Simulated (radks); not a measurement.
# Os³⁷⁺ in [Kr] 4d3: an all-electron calculation

The task here is to estimate one member of a computed series from the others.

Method: Dirac Kohn-Sham, LDA (Slater exchange, Perdew-Wang correlation), spin-unpolarised, spherical densities, point nucleus; open shells fill j = l - 1/2 first. Code: radks (a radial shooting solver on a logarithmic mesh, Libxc functionals) version 1.

## The atom as given

| Property | Result |
| --- | --- |
| element | osmium (Z = 76) |
| charge | +37 |
| electrons | 39 |
| configuration | [Kr] 4d3 |

Set-up of the first run:

Input:

```text
Z 76
configuration [Kr] 4d3 5s0 5p0
relativity Dirac
functional lda,pw
spin unpolarised
j_filling energy
nucleus point
c 137.035999084
```

The run is started by

```
> python run_ks.py task.json out
```

This one command runs every case of the session in turn.

One table of the session follows, with a row left open; its other results are not shown here.

It belongs to the step «Radial structure». Radial moments (bohr):

| level | <r> | outermost maximum (interpolated) | 90 % within | nodes |
| --- | --- | --- | --- | --- |
| 1s1/2 | 0.01774 | 0.0110 | 0.0324 | 0 |
| 2s1/2 | 0.07427 | 0.0636 | 0.116 | 1 |
| 2p1/2 | 0.06131 | 0.0471 | 0.102 | 0 |
| 2p3/2 | 0.06949 | 0.0542 | 0.113 | 0 |
| 3s1/2 | 0.1918 | 0.178 | 0.282 | 2 |
| 3p1/2 | ? | ? | ? | ? |
| 3p3/2 | 0.1962 | 0.181 | 0.293 | 1 |
| 3d3/2 | 0.1710 | 0.141 | 0.265 | 0 |
| 3d5/2 | 0.1754 | 0.145 | 0.271 | 0 |
| 4s1/2 | 0.3935 | 0.385 | 0.558 | 3 |
| 4p1/2 | 0.3907 | 0.381 | 0.560 | 2 |
| 4p3/2 | 0.4130 | 0.404 | 0.590 | 2 |
| 4d3/2 | 0.4026 | 0.388 | 0.587 | 1 |
| 4d5/2 | 0.4089 | 0.395 | 0.595 | 1 |
| 5s1/2 | 0.6830 | 0.700 | 0.948 | 4 |
| 5p1/2 | 0.6887 | 0.706 | 0.961 | 3 |
| 5p3/2 | 0.7181 | 0.739 | 1.00 | 3 |

Estimate the missing values for 3p1/2.

**Answer.** <r>: 0.1818; outermost maximum (interpolated): 0.167; 90 % within: 0.273; nodes: 1. In the column «<r>» it lies between 3d5/2 (0.1754) and 3s1/2 (0.1918).

Caveats from the session: Spin polarisation and multiplet splitting are left out.
